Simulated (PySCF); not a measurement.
# C2H5F3SSi: the cost of one run

Programs: PySCF 2.14.0, with density-fitted response routines of our own. Each step states its level of theory. These are calculated values for one molecule in the gas phase, unless marked as measured. Atoms count from 0, in the outputs and in this text.

## Step 1: The molecule as given

12 atoms, charge 0, multiplicity 1; geometry from: GFN2-xTB. The atoms were then displaced at random by about 0.01 Å, so the start is not that level's minimum.

Bonds of the start (Å): C0–C1 1.48, C1–S2 1.83, S2–Si3 2.13, Si3–F4 1.54, Si3–F5 1.60, Si3–F6 1.58, C0–H7 1.11, C0–H8 1.08, C0–H9 1.09, C1–H10 1.08, C1–H11 1.09.

## Step 2: Geometry optimisation at PBE0-D3(BJ)/def2-SVP

Job settings and geometry (Å):

```
{"job": {"xc": "PBE0", "basis": "def2-SVP", "d3": "d3bj", "grid": 1, "shake": 0.01, "kind": "geom"}, "charge": 0, "multiplicity": 1}
C     -1.535340     0.176480    -0.168580
C     -0.818140    -0.856780     0.618260
S      0.512950    -0.138180     1.650640
Si     1.942190     0.462240     0.193220
F      3.345770     0.683910     0.791030
F      1.575710     1.800580    -0.598430
F      2.088290    -0.602950    -0.971190
H     -1.922980     0.981430     0.483070
H     -0.909290     0.672820    -0.892810
H     -2.397560    -0.260200    -0.680660
H     -0.377420    -1.611300    -0.015200
H     -1.464480    -1.336320     1.346330
```

On the command line:

```
OMP_NUM_THREADS=1 python probes_run.py task.json out
```

The driver reads the jobs from task.json and runs them one after another.

Q: Estimate the wall time and peak memory of this first job on 1 thread of AMD EPYC 9R45, shared host.

About 32 s, with a peak of 0.56 GiB.
